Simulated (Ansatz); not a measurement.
# Si: a relaxation

The task, for Si: find the bulk's equilibrium cell, then relax bulk ZrSi2.

Program: Ansatz 0.2.0. Level of theory: DFT r2SCAN, scalar-relativistic, plane waves, PAW. These are calculated values, not measurements.

1 further run of the same task is left out (set aside as unsound or not needed).

## (1) The starting structure

It takes space group Fd-3m (No. 227, cubic). The conventional cell has a = 5.444 Å, b = 5.444 Å, c = 5.444 Å, α = 90.00°, β = 90.00°, γ = 90.00°. Si (site symmetry -43m) has 4 Si at 2.36 Å as nearest neighbours.

Coordinates:

```
Si
1.0
     0.00000    2.72185    2.72185
     2.72185    0.00000    2.72185
     2.72185    2.72185    0.00000
Si
2
Cartesian
  4.0828 4.0828 4.0828
  2.7219 2.7219 2.7219
```

The structure comes from the Materials Project (structure only).

(A quick probe on a coarse mesh, which set the mesh and smearing, is not shown.)

## (3) Full relaxation

Contents of input.yaml:

```yaml
crystal:
  lattice:
    - [0.0, 2.72185119, 2.72185119]
    - [2.72185119, 0.0, 2.72185119]
    - [2.72185119, 2.72185119, 0.0]
  atoms:
    - { symbol: Si, position: [0.75, 0.75, 0.75] }
    - { symbol: Si, position: [0.5, 0.5, 0.5] }
basis:
  ecutwfc: 500
kpoints:
  mp_grid: { grid: [8, 8, 8] }
hamiltonian:
  xc: r2scan
scf:
  occupations: { method: gaussian, width: 0.02 }
output:
  forces: true
  stress: true
  eigenvalues: true
  write_density: true
  write_potential: true
  elf: true
  volumetric_format: npy
relax:
  adjacent_minimum: "off"
  f_tol: 0.005
  max_steps: 80
  cell: { stress_tol: 0.05 }
```

Launch:

```bash
> ansatz run input.yaml --threads 8 --pin off --max-ram 20480MiB --backend cpu --events-out ev --progress --plain --runs-dir out
```

Further runs follow: probe: one point at the start (ZrSi2); full relaxation (ZrSi2).

Q: Predict the outcome of this session. Wanted: bulk: relaxed cell; bulk: volume.

The runs gave:

```
                         quantity                                                                      value
bulk: relaxed cell (conventional)  a = 5.444 Å, b = 5.444 Å, c = 5.444 Å, α = 90.00°, β = 90.00°, γ = 90.00°
       bulk: space group (0.01 Å)                                                            Fd-3m (No. 227)
                     bulk: volume                                                              20.16 Å³/atom
```

In words: The bulk's volume hardly moved (+0.0 %).
